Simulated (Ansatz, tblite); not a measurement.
**The cluster Li₆H₆+: rung by rung**

Aim: run the doublet of the cluster Li₆H₆+ at one geometry on many levels, and compare frontier levels, spin and run time.

Computed with Ansatz 0.2.0, Gaussian basis. Level: as each input shows.

Levels to be run: GFN1-xTB, GFN2-xTB, PBE-D4/def2-TZVP, r2SCAN-D4/def2-TZVP, ωB97M-V/def2-TZVP, BLYP-D4/def2-TZVP, HF/def2-TZVP, ωB97X-V/def2-TZVP, LDA/def2-TZVP, BHLYP-D4/def2-TZVP, LC-ωPBE/def2-TZVP, LC-ωPBE(0.10)/def2-TZVP, LC-ωPBE(0.15)/def2-TZVP, LC-ωPBE(0.20)/def2-TZVP, LC-ωPBE(0.30)/def2-TZVP, PBE-D4/def2-SVP, PBE0-D4/def2-SVP, HF/STO-3G, HF/6-31G, B3LYP-D4/6-31G, CCSD(T)/def2-TZVP, RPA/def2-TZVP.

2 further runs of the same task are left out: 2 set aside as unsound or not needed.

**1. The geometry**

The geometry is that of the doublet, from an earlier relaxation (r2SCAN-D4/def2-TZVP). At that level it is the lowest of the isomers that a small search found.

12 atoms, charge 1, spin multiplicity 2.

Bond lengths: Li1–Li4 2.703 Å, Li1–H7 1.777 Å, Li1–H12 1.750 Å, Li2–Li4 2.775 Å, Li2–Li5 2.624 Å, Li2–Li6 2.700 Å, Li2–H9 1.873 Å, Li2–H11 1.786 Å, Li2–H12 1.806 Å, Li3–Li4 2.625 Å, Li3–H7 1.787 Å, Li3–H10 1.735 Å, Li4–H9 1.807 Å, Li4–H10 1.786 Å, Li4–H12 1.874 Å, Li5–H8 1.787 Å, Li5–H11 1.736 Å, Li6–H8 1.777 Å and more. Angles: Li4–Li1–H7 46.9°, Li4–Li1–H12 43.6°, H7–Li1–H12 90.5°, Li4–Li2–Li5 164.3°, Li4–Li2–Li6 80.3°, Li4–Li2–H9 40.2°, Li4–Li2–H11 154.6°, Li4–Li2–H12 42.0°, Li5–Li2–Li6 84.0°, Li5–Li2–H9 124.2°, Li5–Li2–H11 41.1°, Li5–Li2–H12 153.7°, Li6–Li2–H9 40.1°, Li6–Li2–H11 125.2°, Li6–Li2–H12 122.3°, H9–Li2–H11 165.3°, H9–Li2–H12 82.2°, H11–Li2–H12 112.6° and more.

The ion is computed in the gas phase, without counter-ions or solvent.

PBE0-D4/def2-TZVP was run before; its log isn't repeated, and its numbers join the tables.

**2. GFN1-xTB**

Tight binding, by tblite at 300 K electronic temperature and without a spin-polarisation term:

```python
tblite.interface.Calculator('GFN1-xTB', numbers, positions, charge=1, uhf=1).singlepoint()
```

Energy -140.0952 eV; 0.005 s.

**3. GFN2-xTB**

Tight binding, by tblite at 300 K electronic temperature and without a spin-polarisation term:

```python
tblite.interface.Calculator('GFN2-xTB', numbers, positions, charge=1, uhf=1).singlepoint()
```

Energy -120.2544 eV; 0.004 s.

**4. PBE-D4/def2-TZVP**

start.molden holds the orbitals of an earlier run on this state, given as this run's starting guess.

Input file in.yaml:

```yaml
crystal:
  periodic: [false, false, false]
  atoms:
    - {symbol: Li, position_ang: [2.620499, 1.035072, -0.063388]}
    - {symbol: Li, position_ang: [0.052964, -1.384476, -0.059613]}
    - {symbol: Li, position_ang: [0.559663, 3.936563, 0.130969]}
    - {symbol: Li, position_ang: [-0.057565, 1.386591, 0.047040]}
    - {symbol: Li, position_ang: [-0.553263, -3.936369, -0.116487]}
    - {symbol: Li, position_ang: [-2.621630, -1.039895, 0.067269]}
    - {symbol: H, position_ang: [1.588914, 2.479094, 0.032605]}
    - {symbol: H, position_ang: [-1.588104, -2.482723, -0.025093]}
    - {symbol: H, position_ang: [-1.210599, -0.005060, 0.041612]}
    - {symbol: H, position_ang: [-0.880209, 2.968752, 0.144124]}
    - {symbol: H, position_ang: [0.883536, -2.963278, -0.145217]}
    - {symbol: H, position_ang: [1.205804, 0.005700, -0.053792]}
basis:
  gaussian: {orbitals: def2-TZVP, initial_orbitals: start.molden}
total_charge: 1
magnetization: {spin_polarized: true, initial_magnetization: 1}
hamiltonian: {xc: pbe, dispersion: d4}
scf: {omitted_lower_state_checks: [starts]}
output: {forces: true, orbitals: {seedname: orbitals}}
```

Launch:

```sh
$ ansatz run in.yaml --threads 4 --pin off --events-out ev --progress --plain --max-ram 3916MiB
```

After this run come: r2SCAN-D4/def2-TZVP; ωB97M-V/def2-TZVP; BLYP-D4/def2-TZVP; HF/def2-TZVP; ωB97X-V/def2-TZVP; LDA/def2-TZVP; BHLYP-D4/def2-TZVP; LC-ωPBE/def2-TZVP; LC-ωPBE(0.10)/def2-TZVP; LC-ωPBE(0.15)/def2-TZVP; LC-ωPBE(0.20)/def2-TZVP; LC-ωPBE(0.30)/def2-TZVP; PBE-D4/def2-SVP; PBE0-D4/def2-SVP; HF/STO-3G; HF/6-31G; B3LYP-D4/6-31G; CCSD(T)/def2-TZVP; RPA/def2-TZVP.

Q: Predict the results of all the runs planned. Wanted: gap in def2-TZVP, named functionals and Hartree-Fock, smallest and largest; gap over the ω; correlation energy, CCSD(T)/def2-TZVP; ⟨S²⟩ in def2-TZVP, named functionals and Hartree-Fock, smallest and largest; PBE0 total energy, smallest basis above largest.

**Answer**, as computed:

| quantity | value |
| --- | --- |
| gap in def2-TZVP, named functionals and Hartree-Fock, smallest and largest | 0.49 eV (LDA), 5.40 eV (HF) |
| gap over the ω (1/bohr) | 2.89 eV at 0.1, 4.44 eV at 0.4 |
| correlation energy, CCSD(T)/def2-TZVP | -10.49 eV |
| ⟨S²⟩ in def2-TZVP, named functionals and Hartree-Fock, smallest and largest | 0.753, 0.806 |
| PBE0 total energy, smallest basis above largest | 0.88 eV (def2-SVP, def2-TZVP) |

Orbital gaps of the named functionals and Hartree-Fock in def2-TZVP span 0.49 eV (LDA) to 5.40 eV (HF); exact exchange widens it. Raising the ω (1/bohr) from 0.1 to 0.4 moves the HOMO by -1.51 eV and the LUMO by +0.05 eV. Over the named functionals and Hartree-Fock in def2-TZVP spin contamination reaches 0.06 (HF), which is small.
